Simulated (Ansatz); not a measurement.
# Sn2TeO2: the cost of one run

Method: DFT PBE, scalar-relativistic, plane waves, PAW, in Ansatz 0.2.0.

## 1. The structure to begin with

Symmetry: P4/mbm, No. 127, tetragonal system. Conventional cell: a = 7.597 Å, b = 7.597 Å, c = 3.828 Å, α = 90.00°, β = 90.00°, γ = 90.00°. Around Sn (site symmetry m2m) lie 6 O at 2.94 to 2.95 Å and 4 Te at 3.40 Å. Te (site symmetry 4/m) is surrounded by 4 O at 3.03 Å and 8 Sn at 3.40 Å. Around O (site symmetry m2m) lie 1 O at 2.59 Å and 6 Sn at 2.94 to 2.95 Å.

As a file:

```
CELL_PARAMETERS angstrom
7.59696 0.00000 0.00000
0.00000 7.59696 0.00000
0.00000 0.00000 3.82849
ATOMIC_POSITIONS crystal
Sn 0.67143 0.17143 0.50000
Sn 0.32857 0.82857 0.50000
Sn 0.17143 0.32857 0.50000
Sn 0.82857 0.67143 0.50000
Te 0.50000 0.50000 0.00000
Te 0.00000 0.00000 0.00000
O 0.12047 0.62047 0.00000
O 0.87953 0.37953 0.00000
O 0.62047 0.87953 0.00000
O 0.37953 0.12047 0.00000
```

Recipe of the guess: species swapped into a database cell of Er2InCu2 (P4/mbm, No. 127), with Sn on the Er sites, Te on the In sites and O on the Cu sites. The dimensions are guesses.

## 2. Probe: one point on a coarse mesh

input.yaml reads:

```yaml
crystal:
  lattice:
    - [7.59696258, 0.0, 0.0]
    - [0.0, 7.59696258, 0.0]
    - [0.0, 0.0, 3.82848945]
  atoms:
    - { symbol: Sn, position: [0.6714325, 0.1714325, 0.5] }
    - { symbol: Sn, position: [0.3285675, 0.8285675, 0.5] }
    - { symbol: Sn, position: [0.1714325, 0.3285675, 0.5] }
    - { symbol: Sn, position: [0.8285675, 0.6714325, 0.5] }
    - { symbol: Te, position: [0.5, 0.5, 0.0] }
    - { symbol: Te, position: [0.0, 0.0, 0.0] }
    - { symbol: O, position: [0.12046622, 0.62046622, 0.0] }
    - { symbol: O, position: [0.87953378, 0.37953378, 0.0] }
    - { symbol: O, position: [0.62046622, 0.87953378, 0.0] }
    - { symbol: O, position: [0.37953378, 0.12046622, 0.0] }
basis:
  ecutwfc: 420
kpoints:
  mp_grid: { grid: [2, 2, 4] }
hamiltonian:
  xc: pbe
scf:
  occupations: { method: gaussian, width: 0.1 }
  lower_state_search: "off"
output:
  forces: true
  stress: true
  eigenvalues: true
```

On the command line:

```console
$ ansatz run input.yaml --threads 1 --pin off --max-ram 2560MiB --backend cpu --events-out ev --progress --plain --runs-dir out
```

**Question.** How long does this run take on 1 thread of Intel Xeon 6975P-C (Granite Rapids), shared host, and how much memory does it need?

About 4.4 s, with a peak of 0.53 GiB.
